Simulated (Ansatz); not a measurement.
# AlCl2H2N: molecular dynamics

The plan is to follow the molecule's vibrations and see whether its bonds hold. The start is relaxed first. Runs: 499 steps of 0.5 fs under a Langevin thermostat at 300 K.

Program: Ansatz 0.2.0. Level of theory: RKS r2SCAN/6-31G. These are calculated values, not measurements.

## Step 1: The system as given

Bond lengths: Al1–N2 1.920 Å, N2–H3 1.060 Å, N2–H4 1.060 Å, Al1–Cl5 2.230 Å, Al1–Cl6 2.230 Å. Angles: Al1–N2–H3 120.0°, Al1–N2–H4 120.0°, H3–N2–H4 120.0°, N2–Al1–Cl5 120.0°, N2–Al1–Cl6 120.0°, Cl5–Al1–Cl6 120.0°.

Coordinates:

```xyz
6

Al    0.0000    0.0000    0.0000
N     0.0000    0.0000    1.9200
H    -0.8770   -0.2713    2.4500
H     0.8770    0.2713    2.4500
Cl    1.9312    0.0000   -1.1150
Cl   -1.9312    0.0000   -1.1150
```

## Step 2: Relaxing the start

Input file input.yaml:

```yaml
crystal:
  periodic: [false, false, false]
  atoms:
    - { symbol: Al, position_ang: [0.0, 0.0, 0.0] }
    - { symbol: "N", position_ang: [0.0, 0.0, 1.92] }
    - { symbol: H, position_ang: [-0.877, -0.2713, 2.45] }
    - { symbol: H, position_ang: [0.877, 0.2713, 2.45] }
    - { symbol: Cl, position_ang: [1.9312, 0.0, -1.115] }
    - { symbol: Cl, position_ang: [-1.9312, 0.0, -1.115] }
basis:
  gaussian: { orbitals: "6-31G" }
hamiltonian:
  xc: r2scan
relax:
  f_tol: 0.02
  max_steps: 40
```

The run is started by

```sh
> ansatz run input.yaml --threads 1 --pin off --max-ram 2048MiB --backend cpu --events-out ev --progress --plain --runs-dir out
```

Further steps of the session: Dynamics.

What does the calculation give? Wanted: relaxation of the start; temperature, first and last step; temperature, second half; potential energy, second half; bonds formed or broken.

The runs gave:

| quantity | value |
| --- | --- |
| relaxation of the start | 5 moves, 0.443 eV lower |
| length | 499 steps of 0.5 fs |
| temperature, first and last step | 250 and 147 K |
| temperature, second half | mean 176 K, from 122 to 240 K |
| potential energy, second half | +8 meV/atom from the start |
| bonds formed or broken | 0 |

**Reading.** Against a set 300 K the second half averages 176 K with a spread of 26 K; 8 meV/atom has gone into potential energy, and a thermostat that acts over some 1000 fs has not made it up in 250 fs. No bond forms or breaks. 250 fs on 6 atoms is far too short and small for converged averages. The nuclei move classically, without zero-point motion, which matters most for hydrogen. In so small a basis the energies are only a sketch.
